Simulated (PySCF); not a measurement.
# CH4BF2OP: the cost of one run

Computed with PySCF 2.14.0, with density-fitted response routines of our own, on a single molecule in the gas phase. Atoms count from 0, in the outputs and in this text.

### 1 The starting structure

10 atoms, charge 0, multiplicity 1; geometry from: GFN2-xTB. The atoms were then displaced at random by about 0.01 Å, so the start is not that level's minimum.

Bonds of the start (Å): F0–C1 1.33, C1–F2 1.36, C1–O3 1.36, O3–B4 1.32, B4–P5 1.90, C1–H6 1.11, B4–H7 1.17, P5–H8 1.39, P5–H9 1.38.

### 2 Optimising the geometry at PBE0-D3(BJ)/def2-SVP

The job: settings as JSON, then the geometry in Å.

```
{"job": {"xc": "PBE0", "basis": "def2-SVP", "d3": "d3bj", "grid": 1, "shake": 0.01, "kind": "geom"}, "charge": 0, "multiplicity": 1}
F     -2.515600    -0.571630     0.608460
C     -1.341490     0.036120     0.785820
F     -1.318780     1.066200    -0.102260
O     -0.334200    -0.864790     0.596690
B      0.692200    -0.852180    -0.236660
P      1.164730     0.569050    -1.410320
H     -1.309570     0.464880     1.808870
H      1.305980    -1.848550    -0.227300
H      1.175740     1.621410    -0.495550
H      2.531420     0.358560    -1.348790
```

Started as:

```
$ OMP_NUM_THREADS=1 python probes_run.py task.json out
```

The driver reads the jobs from task.json and runs them one after another.

**Question.** How long does this first job take on 1 thread of Arm Neoverse V1, shared host, and how much memory does it need?

About 29 s, with a peak of 0.44 GiB.
